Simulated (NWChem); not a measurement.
**NaI (Sodium Iodide) at 6 levels**

Aim: a comparison of 6 runs (HF/def2-SVP, HF/3-21G, PBE0/def2-SVP, M06-2X/3-21G, CCSD(T)/3-21G, CCSD(T)/def2-TZVP) of NaI (Sodium Iodide). 

The results are computed with NWChem 7.3.0.

4 further runs of the same task are left out: 4 set aside as unsound or not needed. Runs told in other sessions of the task aren't counted.

## 1. Starting point

The species is NaI (2 atoms), meant as a singlet with charge 0. As SMILES, `[Na][I]`. The shape is that of a PBE0-D4/def2-TZVP optimisation.

Bond lengths: Na1–I2 2.715 Å.

## 2. Energy and gradient at HF/def2-SVP (core potential) (run 1)

ina.nw

```
start ina
memory total 2200 mb
charge 0

geometry units angstrom noautosym nocenter noautoz
  Na    0.000000    0.000000    0.044310
  I     0.000000    0.000000    2.758810
end

basis spherical bse
  * library def2-SVP
end

ecp bse
  I library def2-SVP
end

scf
  thresh 1e-08
  maxiter 80
end

task scf gradient
```

Run with:

```console
$ nwchem ina.nw > ina.out
```

What it wrote:

```text
[...]
  functions       =    41
[...]
  wavefunction    = RHF
[...]
         Total SCF energy =   -458.531621099292
      One-electron energy =   -854.721974074597
      Two-electron energy =    342.580574572315
 Nuclear repulsion energy =     53.609778402990
        Time for solution =      4.6s
[...]
                         RHF ENERGY GRADIENTS
    atom               coordinates                        gradient
                 x          y          z           x          y          z
   1 Na      0.000000   0.000000   0.083734   -0.000000  -0.000000   0.004232
   2 I       0.000000   0.000000   5.213395    0.000000   0.000000  -0.004232
[...]
```

It took 6.6 s on 1 thread of AMD EPYC 7B13 (Zen 3), shared host; peak memory 0.099 GiB.

## 3. Energy and gradient at HF/3-21G (run 2)

geom.nw

```
start geom
title "INa"
memory stack 880 mb heap 220 mb global 1100 mb
charge 0

geometry units angstrom noautosym nocenter noautoz
   Na       0.000000       0.000000       0.044310
   I        0.000000       0.000000       2.758810
end

basis spherical bse
   * library 3-21G
end

scf
   thresh 1e-08
   maxiter 80
   noprint "final vectors analysis"
end

task scf gradient
```

Run with:

```console
$ nwchem geom.nw > geom.out
```

What it wrote:

```text
[...]
  functions       =    44
[...]
  wavefunction    = RHF
[...]
         Total SCF energy =  -7048.244777330507
      One-electron energy =  -9935.495103526118
      Two-electron energy =   2773.597595981272
 Nuclear repulsion energy =    113.652730214339
        Time for solution =      2.5s
[...]
                         RHF ENERGY GRADIENTS
    atom               coordinates                        gradient
                 x          y          z           x          y          z
   1 Na      0.000000   0.000000   0.083734    0.000000   0.000000   0.011272
   2 I       0.000000   0.000000   5.213395   -0.000000  -0.000000  -0.011272
[...]
```

Wall time 4.5 s (1 thread of AMD EPYC 7B13 (Zen 3), shared host); peak memory 0.099 GiB.

## 4. Energy and gradient at PBE0/def2-SVP (core potential) (run 3)

run.py

```python
from ase import Atoms
from ase.calculators.nwchem import NWChem

mol = Atoms('NaI', positions=[
    [-0.000000, 0.000000, 0.044310],
    [0.000000, -0.000000, 2.758810],
])

calc = NWChem(
    label='work',
    theory='dft',
    memory='2200 mb',
    basis='def2-SVP',
    basispar='spherical bse',
    dft={'xc': 'pbe0', 'mult': '1', 'grid': 'xfine', 'convergence': 'energy 1e-08', 'iterations': '100', 'mulliken': None},
    **{'ecp bse': {'I library': 'def2-SVP'}},
)
mol.calc = calc

forces = mol.get_forces()
print("Total energy (eV):", round(mol.get_potential_energy(), 6))
print("forces (eV/A):")
for s, f in zip(mol.symbols, forces):
    print(f"{s:2s} {f[0]:10.5f} {f[1]:10.5f} {f[2]:10.5f}")
print("dipole (e A):", mol.get_dipole_moment().round(4))
```

Run with:

```console
$ export ASE_NWCHEM_COMMAND="nwchem PREFIX.nwi > PREFIX.nwo"
$ python run.py
```

What it wrote:

```text
Total energy (eV): -12515.008471
forces (eV/A):
Na    0.00000   -0.00000   -0.03121
I    -0.00000    0.00000    0.03121
dipole (e A): [-0.      0.     -1.8665]
```

The calculator wrote work.nwi:

```
title "work"

permanent_dir work

scratch_dir work

start work

geometry units angstrom nocenter noautosym noautoz
  Na -0.0000000000000000e+00 0.0000000000000000e+00 4.4310000000000002e-02
  I  0.0000000000000000e+00 -0.0000000000000000e+00 2.7588100000000000e+00
end

memory 2200 mb

basis spherical bse noprint
   * library def2-SVP
end

dft
  xc pbe0
  mult 1
  grid xfine
  convergence energy 1e-08
  iterations 100
  mulliken
end
ecp bse
  I library def2-SVP
end

task dft gradient
```

work.nwo:

```text
Northwest Computational Chemistry Package (NWChem) 7.3.0
             --------------------------------------------------------

           Job information
           ---------------

    nwchem branch   = 7.3.0
    use scalapack   = T
    input           = work.nwi
    prefix          = work.
    data base       = work/work.db
    status          = startup
    nproc           =        1

           Memory information
           ------------------

[... 5 lines left out ...]
    hardfail = no
[... 75 lines left out ...]
  convergence criterion.
[... 40 lines left out ...]
          Spatial weights used:  Erf1
[... 32 lines left out ...]
 1-e energy   =    -852.075457
[... 41 lines left out ...]
           Coulomb energy =      377.933092549710
[... 348 lines left out ...]
          Convergence on density requested:  1.00D-05
[... 26 lines left out ...]
          total energy or number of iterations.
[... 33 lines left out ...]
                 ----------------------------------------
                 |  Time  |  1-e(secs)   |  2-e(secs)   |
                 ----------------------------------------
                 |  CPU   |       0.01   |       0.82   |
                 ----------------------------------------
                 |  WALL  |       0.01   |       0.82   |
                 ----------------------------------------

 Task  times  cpu:        5.9s     wall:        5.9s
 Total times  cpu:        5.9s     wall:        5.9s
```

It took 7.2 s on 1 thread of AMD EPYC 7B13 (Zen 3), shared host; peak memory 0.12 GiB.

Runs 4 to 5 aren't shown in full; the table further down has their settings and results.

## 5. A single-point energy at CCSD(T)/def2-TZVP (core potential) (run 6)

ina.nw

```
start ina
memory total 2200 mb

geometry units angstroms noautosym nocenter noautoz
 Na     0.000000     0.000000     0.044310
 I      0.000000     0.000000     2.758810
end

basis spherical bse
 * library def2-TZVP
end

ecp bse
 I library def2-TZVP
end

scf
 singlet
 rhf
 thresh 1e-08
 maxiter 80
end

ccsd
 freeze core 5
 maxiter 60
end

task ccsd(t) energy
```

Run with:

```console
$ nwchem ina.nw > ina.out
```

What it wrote:

```text
[...]
  functions       =    82
[...]
  wavefunction    = RHF
[...]
         Total SCF energy =   -458.599180443477
      One-electron energy =   -854.811855750112
      Two-electron energy =    342.602896903644
 Nuclear repulsion energy =     53.609778402990
        Time for solution =     19.4s
[...]
 Total MP2 energy:           -459.264049021075266
[...]
             energy      energy      error      ampl     ampl      Block
                                                time     time      time
[...]
 Total CCSD energy:           -459.241298571593973
[...]
 Total CCSD+T(CCSD) energy:           -459.253407487883635
[...]
 Total CCSD(T) energy:                -459.252965505056693
[...]
```

It took 1.9 min on 1 thread of AMD EPYC 7B13 (Zen 3), shared host; peak memory 0.26 GiB.

## 6. The series

```tsv
run	level	core potential	iteration cap	energy (Eh)	dipole moment (D) of the reference	HOMO energy (eV)	LUMO energy (eV)	wall time
1	HF/def2-SVP (core potential)	def2-SVP	80	-458.531621	9.69	-8.12	-0.39	6.6 s
2	HF/3-21G	–	80	-7048.244777	10.08	–	–	4.5 s
3	PBE0/def2-SVP (core potential)	def2-SVP	100	-459.918082	8.97	-5.79	-1.79	7.2 s
4	M06-2X/3-21G	–	100	-7051.679311	9.58	-6.81	-1.67	6.6 s
5	CCSD(T)/3-21G	–	80	-7048.278276	–	-8.06	-0.55	13 s
6	CCSD(T)/def2-TZVP (core potential)	def2-TZVP	80	-459.252966	–	-8.25	-0.52	1.9 min
```

## 7. Summary of results

```
                                          quantity          value
                               run 6: total energy  -459.25297 Eh
        run 6: HOMO energy (Hartree–Fock orbitals)       -8.25 eV
        run 6: LUMO energy (Hartree–Fock orbitals)       -0.52 eV
      run 6: HOMO–LUMO gap (Hartree–Fock orbitals)        7.73 eV
run 6: correlation energy (5 core orbitals frozen)     -653.8 mEh
                             run 6: (T) correction     -11.67 mEh
```

What this shows: Over runs 1, 2, 3, 4 the dipole moment (its size) runs from 8.97 D (PBE0/def2-SVP) to 10.08 D (HF/3-21G). The two ends differ in method and basis and core potential. Over runs 1, 3, 4 the HOMO–LUMO gap runs from 4.00 eV (PBE0/def2-SVP) to 7.72 eV (HF/def2-SVP). Exact exchange widens orbital gaps. Totals of different functionals can't be ranked against each other. Some runs of one species differ in core potentials or relativity; totals across that change don't compare. In runs 2, 4, 5 relativity is left out where basis or elements ask for it. All runs together took 2.5 min, the longest 1.9 min.
